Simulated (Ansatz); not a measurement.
# C₄H₃F₃: one species, many methods

One table from this session's results is given with a row withheld; the runs are named, their logs left out.

Program: Ansatz 0.2.0, Gaussian basis. Level of theory: functionals in def2-TZVPP, the program's frozen cores in correlated methods. These are calculated values, not measurements.

Plan: LDA (SPW92), PBE-D4, revPBE-D4, BLYP-D4, r2SCAN-D4, B97M-V, PBE0-D4, B3LYP-D4, r2SCANh-D4, r2SCAN0-D4, HSE06-D4, BHLYP-D4, CAM-B3LYP-D4, LC-ωPBE, ωB97X-V, ωB97M-V, B2PLYP, PBE-QIDH; CCSD(T)/def2-SVP; CCSD(T)/def2-TZVPP; MP2/def2-QZVPP; extrapolation to the limit; RPA on PBE.

## The relaxed structure

The geometry comes from an earlier relaxation with PBE0-D4 in a triple-zeta def2 set; it is a stationary point, not always the lowest conformer.

SMILES `C=C(F)/C(F)=C/F`, 10 atoms, charge 0, spin multiplicity 1.

Atoms are counted from 1 here; the program's logs count them from 0.

Bond lengths: C1–C2 1.323 Å, C1–H8 1.081 Å, C1–H9 1.080 Å, C2–F3 1.341 Å, C2–C4 1.451 Å, C4–F5 1.331 Å, C4–C6 1.330 Å, C6–F7 1.325 Å, C6–H10 1.080 Å. Angles: C2–C1–H8 120.5°, C2–C1–H9 119.7°, H8–C1–H9 119.7°, C1–C2–F3 121.1°, C1–C2–C4 126.3°, F3–C2–C4 112.6°, C2–C4–F5 115.0°, C2–C4–C6 124.3°, F5–C4–C6 120.7°, C4–C6–F7 121.4°, C4–C6–H10 123.2°, F7–C6–H10 115.4°.

Set-up of the first run:

File in.yaml:

```yaml
crystal:
  periodic: [false, false, false]
  atoms:
    - {symbol: C, position_ang: [0.886357, -0.382499, -1.613640]}
    - {symbol: C, position_ang: [0.028617, -0.439855, -0.607685]}
    - {symbol: F, position_ang: [-0.954525, -1.350960, -0.587038]}
    - {symbol: C, position_ang: [0.016894, 0.420785, 0.559956]}
    - {symbol: F, position_ang: [0.975105, 1.344845, 0.587958]}
    - {symbol: C, position_ang: [-0.865862, 0.328167, 1.550305]}
    - {symbol: F, position_ang: [-0.823694, 1.146057, 2.592428]}
    - {symbol: H, position_ang: [0.809158, -1.073209, -2.441470]}
    - {symbol: H, position_ang: [1.669678, 0.360410, -1.607397]}
    - {symbol: H, position_ang: [-1.658730, -0.404941, 1.569483]}
basis:
  gaussian: {orbitals: def2-TZVPP}
hamiltonian: {xc: lda}
output: {orbitals: {seedname: orbitals}}
```

Run with:

```console
$ ansatz run in.yaml --threads 4 --pin off --events-out ev --progress --plain --max-ram 10444MiB
```

Among the steps run: LDA; PBE-D4 (GGA); revPBE-D4 (GGA); BLYP-D4 (GGA); r2SCAN-D4 (meta-GGA); B97M-V (meta-GGA); B3LYP-D4 (hybrid); r2SCANh-D4 (hybrid); r2SCAN0-D4 (hybrid); HSE06-D4 (hybrid); BHLYP-D4 (hybrid); CAM-B3LYP-D4 (range-separated); LC-ωPBE (range-separated); ωB97X-V (range-separated); ωB97M-V (range-separated); B2PLYP (double hybrid); PBE-QIDH (double hybrid).

One table of the session follows, with a row left open; its other results are not shown here.

It belongs to the step «Frontier levels by functional». 

| functional | HOMO (eV) | gap (eV) |
| --- | --- | --- |
| LDA (SPW92) | -6.24 | 3.93 |
| PBE-D4 | -6.01 | 3.97 |
| revPBE-D4 | -5.92 | 3.98 |
| BLYP-D4 | -5.88 | 3.95 |
| r2SCAN-D4 | -6.22 | 4.30 |
| B97M-V | -6.24 | 4.41 |
| PBE0-D4 | -7.16 | 5.98 |
| B3LYP-D4 | -6.97 | 5.56 |
| r2SCANh-D4 | -6.65 | 5.05 |
| r2SCAN0-D4 | -7.30 | 6.19 |
| HSE06-D4 | ? | ? |
| BHLYP-D4 | -8.18 | 8.01 |
| CAM-B3LYP-D4 | -8.46 | 8.35 |
| LC-ωPBE | -9.75 | 10.77 |
| ωB97X-V | -9.36 | 10.36 |
| ωB97M-V | -9.27 | 10.19 |

Estimate the missing values for HSE06-D4.

The run gave: HOMO (eV): -6.76; gap (eV): 5.21. In the column «HOMO (eV)» it lies between B3LYP-D4 (-6.97) and r2SCANh-D4 (-6.65).
